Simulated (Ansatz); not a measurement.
**WS2 (Tungstenite): a point defect seen from the nuclei (F on an S site)**

How do the nuclei near a point defect see it? The defect is F on an S site in WS2 (Tungstenite) (cell charge 0), first unrelaxed. The cell is a supercell built from a structure deposited in the COD (the entry's cell lengths or inner coordinates differ somewhat from later room-temperature determinations). Planned: a single point, then a relaxation, then a check of chi_scale with hubbard.

The COD entry's cell or inner coordinates are ideal or old and differ from later refinements, so a difference from it is no clean test against experiment.

Program: Ansatz 0.2.0. Level of theory: DFT, PBE, plane-wave PAW, default files, scalar-relativistic, as far as a step names no other. These are calculated values, not measurements.

## Step 1: Starting point

Symmetry: P1, No. 1, triclinic system. Conventional cell: a = 6.360 Å, b = 8.413 Å, c = 12.500 Å, α = 90.00°, β = 90.00°, γ = 100.89°. W (site symmetry 1) is surrounded by 6 S at 2.41 Å. W (site symmetry 1) is surrounded by 5 S at 2.41 Å and 1 F at 2.41 Å. Around W (site symmetry 1) lie 1 F at 2.41 Å and 5 S at 2.41 Å. Only part of the 36 independent sites is listed.

Structure file:

```cif
data_structure
_symmetry_space_group_name_H-M 'P1'
_symmetry_Int_Tables_number 1
_cell_length_a 6.3600
_cell_length_b 8.4135
_cell_length_c 12.5000
_cell_angle_alpha 90.000
_cell_angle_beta 90.000
_cell_angle_gamma 100.893
_cell_volume 656.82
loop_
_atom_site_label
_atom_site_type_symbol
_atom_site_symmetry_multiplicity
_atom_site_Wyckoff_symbol
_atom_site_fract_x
_atom_site_fract_y
_atom_site_fract_z
_atom_site_occupancy
W1 W 1 a 0.94444 0.77778 0.75000 1
W2 W 1 a 0.61111 0.44444 0.75000 1
W3 W 1 a 0.27778 0.11111 0.75000 1
W4 W 1 a 0.44444 0.77778 0.75000 1
W5 W 1 a 0.11111 0.44444 0.75000 1
W6 W 1 a 0.77778 0.11111 0.75000 1
W7 W 1 a 0.22222 0.88889 0.25000 1
W8 W 1 a 0.88889 0.55556 0.25000 1
W9 W 1 a 0.55556 0.22222 0.25000 1
W10 W 1 a 0.72222 0.88889 0.25000 1
W11 W 1 a 0.38889 0.55556 0.25000 1
W12 W 1 a 0.05556 0.22222 0.25000 1
F1 F 1 a 0.94444 0.77778 0.37500 1
S1 S 1 a 0.61111 0.44444 0.37500 1
S2 S 1 a 0.27778 0.11111 0.37500 1
S3 S 1 a 0.44444 0.77778 0.37500 1
S4 S 1 a 0.11111 0.44444 0.37500 1
S5 S 1 a 0.77778 0.11111 0.37500 1
S6 S 1 a 0.22222 0.88889 0.87500 1
S7 S 1 a 0.88889 0.55556 0.87500 1
S8 S 1 a 0.55556 0.22222 0.87500 1
S9 S 1 a 0.72222 0.88889 0.87500 1
S10 S 1 a 0.38889 0.55556 0.87500 1
S11 S 1 a 0.05556 0.22222 0.87500 1
S12 S 1 a 0.94444 0.77778 0.12500 1
S13 S 1 a 0.61111 0.44444 0.12500 1
S14 S 1 a 0.27778 0.11111 0.12500 1
S15 S 1 a 0.44444 0.77778 0.12500 1
S16 S 1 a 0.11111 0.44444 0.12500 1
S17 S 1 a 0.77778 0.11111 0.12500 1
S18 S 1 a 0.22222 0.88889 0.62500 1
S19 S 1 a 0.88889 0.55556 0.62500 1
S20 S 1 a 0.55556 0.22222 0.62500 1
S21 S 1 a 0.72222 0.88889 0.62500 1
S22 S 1 a 0.38889 0.55556 0.62500 1
S23 S 1 a 0.05556 0.22222 0.62500 1
```

Atom 13 of the input is the impurity.

## Step 2: First run, atoms as given

File input.yaml:

```yaml
crystal:
  lattice:
    - [6.36, 0.0, 0.0]
    - [-4.77, 8.261882352, 0.0]
    - [0.0, 0.0, 12.5]
  atoms:
    - { symbol: W, position: [0.1666666666, 0.2222222222, 0.25] }
    - { symbol: W, position: [0.1666666666, 0.5555555556, 0.25] }
    - { symbol: W, position: [0.1666666666, 0.8888888889, 0.25] }
    - { symbol: W, position: [0.6666666666, 0.2222222222, 0.25] }
    - { symbol: W, position: [0.6666666666, 0.5555555556, 0.25] }
    - { symbol: W, position: [0.6666666666, 0.8888888889, 0.25] }
    - { symbol: W, position: [0.3333333334, 0.1111111111, 0.75] }
    - { symbol: W, position: [0.3333333334, 0.4444444444, 0.75] }
    - { symbol: W, position: [0.3333333334, 0.7777777778, 0.75] }
    - { symbol: W, position: [0.8333333334, 0.1111111111, 0.75] }
    - { symbol: W, position: [0.8333333334, 0.4444444444, 0.75] }
    - { symbol: W, position: [0.8333333334, 0.7777777778, 0.75] }
    - { symbol: F, position: [0.1666666666, 0.2222222222, 0.625], spin: 1.0 }
    - { symbol: S, position: [0.1666666666, 0.5555555556, 0.625] }
    - { symbol: S, position: [0.1666666666, 0.8888888889, 0.625] }
    - { symbol: S, position: [0.6666666666, 0.2222222222, 0.625] }
    - { symbol: S, position: [0.6666666666, 0.5555555556, 0.625] }
    - { symbol: S, position: [0.6666666666, 0.8888888889, 0.625] }
    - { symbol: S, position: [0.3333333334, 0.1111111111, 0.125] }
    - { symbol: S, position: [0.3333333334, 0.4444444444, 0.125] }
    - { symbol: S, position: [0.3333333334, 0.7777777778, 0.125] }
    - { symbol: S, position: [0.8333333334, 0.1111111111, 0.125] }
    - { symbol: S, position: [0.8333333334, 0.4444444444, 0.125] }
    - { symbol: S, position: [0.8333333334, 0.7777777778, 0.125] }
    - { symbol: S, position: [0.1666666666, 0.2222222222, 0.875] }
    - { symbol: S, position: [0.1666666666, 0.5555555556, 0.875] }
    - { symbol: S, position: [0.1666666666, 0.8888888889, 0.875] }
    - { symbol: S, position: [0.6666666666, 0.2222222222, 0.875] }
    - { symbol: S, position: [0.6666666666, 0.5555555556, 0.875] }
    - { symbol: S, position: [0.6666666666, 0.8888888889, 0.875] }
    - { symbol: S, position: [0.3333333334, 0.1111111111, 0.375] }
    - { symbol: S, position: [0.3333333334, 0.4444444444, 0.375] }
    - { symbol: S, position: [0.3333333334, 0.7777777778, 0.375] }
    - { symbol: S, position: [0.8333333334, 0.1111111111, 0.375] }
    - { symbol: S, position: [0.8333333334, 0.4444444444, 0.375] }
    - { symbol: S, position: [0.8333333334, 0.7777777778, 0.375] }
magnetization:
  spin_polarized: true
kpoints:
  mp_grid: { grid: [4, 3, 2] }
scf:
  occupations: { method: fermi_dirac, width: 0.01 }
hamiltonian:
  xc: pbe
  pseudopotentials: { kind: paw }
output:
  forces: true
  stress: true
  populations: true
  efg: { quadrupole_moments_barn: { S: -0.0694 }, contact_densities: true }
```

Command:

```
$ ansatz run input.yaml --threads 4 --pin off --max-ram 10240MiB --backend cpu --events-out ev --progress --plain --runs-dir out
```

Standard output:

```text
Warning: RAYON_NUM_THREADS=4 ignored (pool sized by the plan → 4); use --threads N
W: output.efg is read without spin–orbit coupling, which moves field gradients at and beside such atoms by some per cent and up to a factor of two; PAW files take it under magnetization.noncollinear and magnetization.spin_orbit
Engine: ansatz 0.2.0, aarch64-unknown-linux-gnu
Pseudopotentials: kind: paw
Pseudopotential: W, paw, valence charge 14, recommended cutoff 420 eV (normal), W.paw.azcp
Pseudopotential: F, paw, valence charge 7, recommended cutoff 420 eV (normal), F.paw.azcp
Pseudopotential: S, paw, valence charge 6, recommended cutoff 420 eV (normal), S.paw.azcp
Functional definition: PBE
  parameter kappa = 0.804
  parameter beta = 0.06672455060314922
  exchange = pbe_x(kappa = kappa, mu = beta*pi^2/3)
  correlation = pbe_c(beta = beta)
Crystal: 36 atoms, lattice volume = 656.820 Å³
Basis set: ecut = 420 eV, 12797 PW (Γ), exchange–correlation on 90×128×180 points (8 copies of the dense FFT grid, shifted against one another)
Bands: 193, of which v1, the nominal top of the filled ones, is band 157 counted from 1 (156 counted from 0)
Symmetry: 1 space group operations
Space group: P1 (ITA 1), of the structure as read, at distance tolerance 8.7e-5 Å
Magnetic group: BNS 1.1 (UNI 1), of the structure as read, at distance tolerance 8.7e-5 Å
k-points: 14 of 24 (time reversal used)
Non-local potential: W, projectors of the file, l = 0: 3, l = 1: 2, l = 2: 2, l = 3: 1
Non-local potential: F, projectors of the file, l = 0: 2, l = 1: 2, l = 2: 1
Non-local potential: S, projectors of the file, l = 0: 2, l = 1: 2, l = 2: 2
PAW form: soft (Blöchl's): semilocal exchange-correlation on the pseudo side does not see the compensation charge
PAW one-centre angular grid: W, 590 points (default); XC on 64 Gauss nodes
PAW one-centre angular grid: F, 110 points (default); XC on 64 Gauss nodes
PAW one-centre angular grid: S, 110 points (default); XC on 64 Gauss nodes
Starting moments: Σ|m| = 1 μB on 1 of 36 sites
Initial wavefunctions: pseudopotential atomic-orbital guess
Functional: x = pbe(κ = 0.804, μ = 0.2195149727645171), c = pbe(β = 0.06672455060314922)
SCF iter   1: F=—  HF=-146176.845230 eV  |F-HF|=—  |Δ(HF+E_count)|=         —  Δρ=7.97e-2 (↑7.97e-2 ↓6.32e-2)  dr2=2.57e2  dr2_m=4.72e-1  M=0.016 μB ∫|m|=0.983 μB  β_m=0.30  ethr=3.10e-3  ⟨swp⟩=6.8  Hψ=22880  notcnv=0  defer=15
Mixer restart at iter 1: flushing history
preconditioner: auto → Kerker (q_TF=auto, 2.411 Å⁻¹)  [metal: Δε(μ)=0.001 eV  Ē_g=8.614 eV  σ=0.010 eV  W_gap=0.03  n_scr=158 (ndim 8)  ℏωp=21.3 eV  f_vac=0.009  D(μ)=17.15/eV (n_scr^D=110)]
spin=Collinear: Kerker preconditioning applied to the charge; magnetization (m = ρ↑ − ρ↓) channel mixes plain (no charge-response kernel on spin).
SCF iter   2: F=—  HF=-146204.759620 eV  |F-HF|=—  |Δ(HF+E_count)|=    2.79e1  Δρ=2.48e-2 (↑2.34e-2 ↓2.48e-2)  dr2=5.83e1  dr2_m=6.21e-1  M=0.002 μB ∫|m|=0.209 μB  β_m=0.32  ethr=3.10e-3  ⟨swp⟩=4.2  Hψ=14271  notcnv=0  defer=729
[... 31 lines left out ...]
SCF iter  34: F=-146200.149279 eV  HF=-146200.149279 eV  |F-HF|=1.12e-8  |Δ(HF+E_count)|=   9.37e-9  Δρ=7.31e-7 (↑7.31e-7 ↓4.96e-7)  dr2=1.51e-8  dr2_m=1.48e-9  M=0.497 μB ∫|m|=0.555 μB  β_m=0.87  ethr=2.04e-11  ⟨swp⟩=2.1  Hψ=8501  notcnv=0  defer=824
SCF iter  35: F=-146200.149279 eV  HF=-146200.149279 eV  |F-HF|=3.26e-9  |Δ(HF+E_count)|=   1.08e-9  Δρ=4.49e-7 (↑3.09e-7 ↓4.49e-7)  dr2=4.53e-9  dr2_m=3.95e-10  M=0.497 μB ∫|m|=0.555 μB  β_m=0.85  ethr=4.81e-12  ⟨swp⟩=11.1  Hψ=25932  notcnv=0
SCF iter  36: F=-146200.149279 eV  HF=-146200.149279 eV  |F-HF|=4.66e-10  |Δ(HF+E_count)|=  3.78e-10  Δρ=1.47e-7 (↑1.47e-7 ↓1.22e-7)  dr2=6.79e-10  dr2_m=4.13e-11  M=0.497 μB ∫|m|=0.555 μB  ethr=1.45e-12  ⟨swp⟩=2.8  Hψ=10808  notcnv=0
SCF 1 converged in 36 iterations: F = -146200.149279 eV  dr2 = 6.79e-10
at 5 of the mixer's solves, the last at iteration 21, it left a direction of its history that read negative out of its fit and stepped the other way along it
SCF converged after 36 iterations
[... 61 lines left out ...]
  atom  18  S  V_zz =    -4.033892   η = 0.4081   by run symmetry: allowed   C_q = +6.7692 MHz
            electrostatic potential = -1637.875120 V   contact ρ = 19770.509976 e/Å³   contact ρ_s (e/Å³): all electrons +0.013642, valence +0.014376
  atom  19  S  V_zz =    -4.692792   η = 0.0037   by run symmetry: allowed   C_q = +7.8749 MHz
            electrostatic potential = -1637.941375 V   contact ρ = 19770.493574 e/Å³   contact ρ_s (e/Å³): all electrons +0.013233, valence +0.013112
  atom  20  S  V_zz =    -4.690562   η = 0.0058   by run symmetry: allowed   C_q = +7.8712 MHz
            electrostatic potential = -1637.940873 V   contact ρ = 19770.494826 e/Å³   contact ρ_s (e/Å³): all electrons +0.013668, valence +0.013551
  atom  21  S  V_zz =    -4.661245   η = 0.0035   by run symmetry: allowed   C_q = +7.8220 MHz
            electrostatic potential = -1637.939237 V   contact ρ = 19770.468337 e/Å³   contact ρ_s (e/Å³): all electrons +0.000227, valence +0.000289
  atom  22  S  V_zz =    -4.689727   η = 0.0035   by run symmetry: allowed   C_q = +7.8698 MHz
            electrostatic potential = -1637.942086 V   contact ρ = 19770.492496 e/Å³   contact ρ_s (e/Å³): all electrons +0.009611, valence +0.009545
  atom  23  S  V_zz =    -4.610043   η = 0.0034   by run symmetry: allowed   C_q = +7.7360 MHz
            electrostatic potential = -1637.937992 V   contact ρ = 19770.454611 e/Å³   contact ρ_s (e/Å³): all electrons +0.013374, valence +0.013307
  atom  24  S  V_zz =    -4.646061   η = 0.0016   by run symmetry: allowed   C_q = +7.7965 MHz
            electrostatic potential = -1637.938176 V   contact ρ = 19770.464262 e/Å³   contact ρ_s (e/Å³): all electrons +0.001160, valence +0.001215
  atom  25  S  V_zz =    -3.933110   η = 0.0568   by run symmetry: allowed   C_q = +6.6001 MHz
            electrostatic potential = -1637.843586 V   contact ρ = 19770.607175 e/Å³   contact ρ_s (e/Å³): all electrons +0.011707, valence +0.012022
  atom  26  S  V_zz =    -5.176565   η = 0.4406   by run symmetry: allowed   C_q = +8.6867 MHz
            electrostatic potential = -1637.755526 V   contact ρ = 19770.713756 e/Å³   contact ρ_s (e/Å³): all electrons +0.003617, valence +0.003652
  atom  27  S  V_zz =    -5.009991   η = 0.3923   by run symmetry: allowed   C_q = +8.4072 MHz
            electrostatic potential = -1637.792279 V   contact ρ = 19770.681779 e/Å³   contact ρ_s (e/Å³): all electrons -0.002659, valence -0.002469
  atom  28  S  V_zz =    -5.580016   η = 0.4493   by run symmetry: allowed   C_q = +9.3637 MHz
            electrostatic potential = -1637.707831 V   contact ρ = 19770.888258 e/Å³   contact ρ_s (e/Å³): all electrons -0.002137, valence -0.002450
  atom  29  S  V_zz =    -5.139098   η = 0.4430   by run symmetry: allowed   C_q = +8.6238 MHz
            electrostatic potential = -1637.756746 V   contact ρ = 19770.719919 e/Å³   contact ρ_s (e/Å³): all electrons +0.007697, valence +0.007633
  atom  30  S  V_zz =    -4.923783   η = 0.3956   by run symmetry: allowed   C_q = +8.2625 MHz
            electrostatic potential = -1637.795324 V   contact ρ = 19770.714107 e/Å³   contact ρ_s (e/Å³): all electrons -0.000388, valence -0.000451
  atom  31  S  V_zz =    -4.834432   η = 0.0198   by run symmetry: allowed   C_q = +8.1126 MHz
            electrostatic potential = -1637.963827 V   contact ρ = 19770.657440 e/Å³   contact ρ_s (e/Å³): all electrons +0.032356, valence +0.032025
  atom  32  S  V_zz =    -4.838455   η = 0.0206   by run symmetry: allowed   C_q = +8.1193 MHz
            electrostatic potential = -1637.961950 V   contact ρ = 19770.646681 e/Å³   contact ρ_s (e/Å³): all electrons +0.030820, valence +0.030515
  atom  33  S  V_zz =    -4.637874   η = 0.0013   by run symmetry: allowed   C_q = +7.7827 MHz
            electrostatic potential = -1637.933952 V   contact ρ = 19770.485212 e/Å³   contact ρ_s (e/Å³): all electrons +0.006065, valence +0.006016
  atom  34  S  V_zz =    -4.833964   η = 0.0193   by run symmetry: allowed   C_q = +8.1118 MHz
            electrostatic potential = -1637.964418 V   contact ρ = 19770.660748 e/Å³   contact ρ_s (e/Å³): all electrons +0.032127, valence +0.031813
  atom  35  S  V_zz =    -4.605759   η = 0.0005   by run symmetry: allowed   C_q = +7.7289 MHz
            electrostatic potential = -1637.937087 V   contact ρ = 19770.496168 e/Å³   contact ρ_s (e/Å³): all electrons +0.001216, valence +0.001278
  atom  36  S  V_zz =    -4.626666   η = 0.0034   by run symmetry: allowed   C_q = +7.7639 MHz
            electrostatic potential = -1637.936257 V   contact ρ = 19770.499179 e/Å³   contact ρ_s (e/Å³): all electrons +0.005921, valence +0.005904
--- Band table (eV; the first three rows and the last of 28) ---
[... 4 lines left out ...]
--- Löwdin populations: 36 sites ---
  site symbol       q [e]    m [muB]
[... 36 lines left out ...]
  spilling = 0.008958 (of n_electrons = 313.000000)
```

It took 7.9 min on 4 threads of Arm Neoverse V2, shared host; peak memory 4.1 GiB.

State: no gap over 0.1 eV on the mesh, largest force 0.818 eV/Å, pressure 1.2 GPa, net moment 0.50 μB.

Site by site (atoms counted from 1): 11 of 31, those nearest the defect, the farthest of each element and the two largest gradients.

| site | atoms | distance from the defect (Å) | V_zz (10²¹ V/m²) | η | C_Q (MHz) | m (μB) | B_c (T) |
| --- | --- | --- | --- | --- | --- | --- | --- |
| F | 13 | 0.00 | -2.85 | 0.23 | – | 0.05 | 8.1 |
| W8 | 8 | 2.41 | -26.4 | 0.87 | – | 0.06 | 5.8 |
| W10 | 10 | 2.41 | -23.3 | 0.83 | – | 0.09 | 2.3 |
| W7 | 7 | 2.41 | -23.4 | 0.83 | – | 0.08 | 2.6 |
| S25 | 25 | 3.12 | -3.93 | 0.06 | 6.60 (³³S) | 0.00 | 0.1 |
| S15 | 15 | 3.18 | -4.03 | 0.44 | 6.76 (³³S) | 0.00 | 0.1 |
| S18 | 18 | 3.18 | -4.03 | 0.41 | 6.77 (³³S) | 0.00 | 0.1 |
| S17 | 17 | 3.18 | -4.14 | 0.37 | 6.95 (³³S) | 0.00 | 0.4 |
| S14 | 14 | 3.18 | -4.08 | 0.41 | 6.85 (³³S) | 0.00 | 0.3 |
| W5 | 5 | 5.66 | -17.78 | 0.01 | – | 0.00 | 0.0 |
| S21 | 21 | 7.92 | -4.66 | 0.00 | 7.82 (³³S) | 0.00 | 0.0 |

V_zz is the principal component of the electric field gradient with the largest magnitude, η = (V_xx − V_yy)/V_zz and C_Q = eQV_zz/h. Quadrupole moments are those of Pyykkö's year-2017 table. A dash under C_Q marks elements without a common quadrupolar isotope.

B_c = (2μ₀/3) μB (ρ↑ − ρ↓) at the nucleus, 7.77 T per e/Å³, positive along the run's up direction; orbital and dipolar fields are not in it. One atom of each site is listed; partners with reversed moments have reversed fields.

Direction of the V_zz axis (Cartesian unit vector):

| site | atom | x | y | z |
| --- | --- | --- | --- | --- |
| W1 | 1 | 0.00 | 0.00 | 1.00 |
| W2 | 2 | 0.00 | -0.01 | 1.00 |
| W3 | 3 | 0.00 | 0.01 | 1.00 |
| W5 | 5 | 0.00 | 0.00 | 1.00 |
| W7 | 7 | -0.51 | 0.24 | 0.83 |
| W8 | 8 | 0.00 | -0.55 | 0.83 |
| W9 | 9 | 0.00 | 0.00 | 1.00 |
| W10 | 10 | 0.51 | 0.25 | 0.83 |
| W11 | 11 | 0.00 | 0.00 | 1.00 |
| W12 | 12 | 0.00 | 0.01 | 1.00 |

[end of part 1 of 3]
